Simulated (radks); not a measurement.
**Taking charge from the 4d level of Sn⁺ in fractions**

What happens to E and to the 4d eigenvalue of Sn⁺ when a fraction of an electron is removed? The exact functional would give straight lines between whole numbers for a frontier level.

Method: scalar-relativistic Kohn-Sham, BLYP, spin-polarised, spherical densities, finite nucleus; open shells are filled with parallel spins first. Code: radks (a radial shooting solver on a logarithmic mesh, Libxc functionals) version 1.

## 1. Starting point

* element: tin (Z = 50)
* charge: +1
* electrons: 49
* configuration: [Kr] 4d(up 5, down 5) 5s2 5p1
* nuclear rms radius: 4.6519 fm

A shell typed twice in an input gives spin up, then spin down.

## 2. Start: [Kr] 4d(up 5, down 5) 5s2 5p1

Settings of this run:

```text
Z 50
configuration [Kr] 4d5 4d5 5s2 5p1
relativity scalar-relativistic
functional b88,lyp
spin polarised
nucleus finite rms 4.6519 fm
c 137.035999084
```

## 3. 0.25 electron removed from 4d

Settings of this run:

```text
Z 50
configuration [Kr] 4d5 4d4.75 5s2 5p1
relativity scalar-relativistic
functional b88,lyp
spin polarised
nucleus finite rms 4.6519 fm
c 137.035999084
```

## 4. 0.5 electron removed from 4d

Settings of this run:

```text
Z 50
configuration [Kr] 4d5 4d4.5 5s2 5p1
relativity scalar-relativistic
functional b88,lyp
spin polarised
nucleus finite rms 4.6519 fm
c 137.035999084
```

## 5. 0.75 electron removed from 4d

Settings of this run:

```text
Z 50
configuration [Kr] 4d5 4d4.25 5s2 5p1
relativity scalar-relativistic
functional b88,lyp
spin polarised
nucleus finite rms 4.6519 fm
c 137.035999084
```

## 6. 1 electron removed from 4d

Settings of this run:

```text
Z 50
configuration [Kr] 4d5 4d4 5s2 5p1
relativity scalar-relativistic
functional b88,lyp
spin polarised
nucleus finite rms 4.6519 fm
c 137.035999084
```

What does the calculation give? Wanted: for each run, removed; E − E(0); eigenvalue; E minus straight line.

The runs gave:

| removed (e) | E − E(0) (eV) | eigenvalue (eV) | E minus straight line (eV) |
| --- | --- | --- | --- |
| 0 | 0.000 | -33.497 | 0.000 |
| 0.25 | 8.830 | -37.178 | -1.425 |
| 0.5 | 18.594 | -40.964 | -1.916 |
| 0.75 | 29.316 | -44.846 | -1.449 |
| 1 | 41.020 | -48.820 | 0.000 |

Removing the whole electron costs 41.020 eV, against 33.497 eV from minus the starting eigenvalue. Slater's transition state, half an electron removed, gives 40.964 eV. The trapezoid integral of minus the eigenvalue gives 41.037 eV over the range, against 41.020 eV from the energies (Janak's theorem; approximate here, since the scalar-relativistic density holds large components alone). The eigenvalue moves by 15.3 eV per electron. E bends below the straight line by 1.92 eV at 0.5 electron removed.
